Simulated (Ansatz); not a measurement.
# BH7O4Si: small, medium and large basis sets

Aim: see how fast density functionals converge with the basis set for BH7O4Si.

The runs use Ansatz 0.2.0, Gaussian basis; one geometry, several basis sets.

The runs, in order: PBE0-D4/def2-SVP; ωB97M-V/def2-SVP; PBE0-D4/def2-QZVPP; ωB97M-V/def2-QZVPP; the functionals' def2-TZVPP values are taken from earlier runs.

## (1) The geometry

All runs share one geometry, relaxed beforehand with PBE0-D4 in a triple-zeta def2 set.

13 atoms, charge 0, spin multiplicity 1.

Atoms are counted from 1 here; the program's logs count them from 0.

Bond lengths: O1–B2 1.363 Å, O1–H7 0.957 Å, B2–O3 1.390 Å, B2–O4 1.352 Å, O3–H8 0.958 Å, O4–H9 0.962 Å, O5–Si6 1.635 Å, O5–H10 0.970 Å, Si6–H11 1.499 Å, Si6–H12 1.488 Å, Si6–H13 1.481 Å. Angles: B2–O1–H7 116.3°, O1–B2–O3 123.8°, O1–B2–O4 117.1°, O3–B2–O4 119.0°, B2–O3–H8 115.8°, B2–O4–H9 114.7°, Si6–O5–H10 116.7°, O5–Si6–H11 110.7°, O5–Si6–H12 113.1°, O5–Si6–H13 107.8°, H11–Si6–H12 106.7°, H11–Si6–H13 108.7°, H12–Si6–H13 109.8°.

## (2) PBE0-D4 in def2-SVP

in.yaml

```yaml
crystal:
  periodic: [false, false, false]
  atoms:
    - {symbol: O, position_ang: [-2.959766, 1.177613, 0.498483]}
    - {symbol: B, position_ang: [-1.712994, 0.641009, 0.379281]}
    - {symbol: O, position_ang: [-0.889695, 0.833313, -0.723704]}
    - {symbol: O, position_ang: [-1.267855, -0.117061, 1.406287]}
    - {symbol: O, position_ang: [1.205257, -0.956256, -1.238129]}
    - {symbol: Si, position_ang: [2.267280, -0.968892, 0.005512]}
    - {symbol: H, position_ang: [-3.272476, 1.691573, -0.245394]}
    - {symbol: H, position_ang: [-1.241708, 1.397888, -1.413081]}
    - {symbol: H, position_ang: [-0.375167, -0.458008, 1.296552]}
    - {symbol: H, position_ang: [0.484019, -0.310294, -1.187933]}
    - {symbol: H, position_ang: [1.545641, -0.955262, 1.319817]}
    - {symbol: H, position_ang: [3.179733, 0.206815, 0.005504]}
    - {symbol: H, position_ang: [3.058131, -2.217242, -0.088296]}
basis:
  gaussian: {orbitals: def2-SVP}
hamiltonian: {xc: pbe0, dispersion: d4}
output: {orbitals: {seedname: orbitals}}
```

On the command line:

```sh
ansatz run in.yaml --threads 4 --pin off --events-out ev --progress --plain --max-ram 11315MiB
```

The runs that follow: ωB97M-V in def2-SVP; PBE0-D4 in def2-QZVPP; ωB97M-V in def2-QZVPP.

Q: Predict the results of all the runs planned. Wanted: PBE0-D4: double and triple zeta above quadruple; ωB97M-V: double and triple zeta above quadruple.

As calculated:

| quantity | value |
| --- | --- |
| PBE0-D4: double and triple zeta above quadruple | 14.66, 0.80 eV |
| ωB97M-V: double and triple zeta above quadruple | 14.89, 0.76 eV |

What this shows: PBE0-D4 gains 13.86 eV from double to triple zeta, then 0.80 eV more. Total energies overstate the basis error of differences, where much of it tends to cancel. The LUMO of ωB97M-V is positive and keeps falling with the basis (2.01 to 0.70 eV): an unbound level that the basis holds in place.
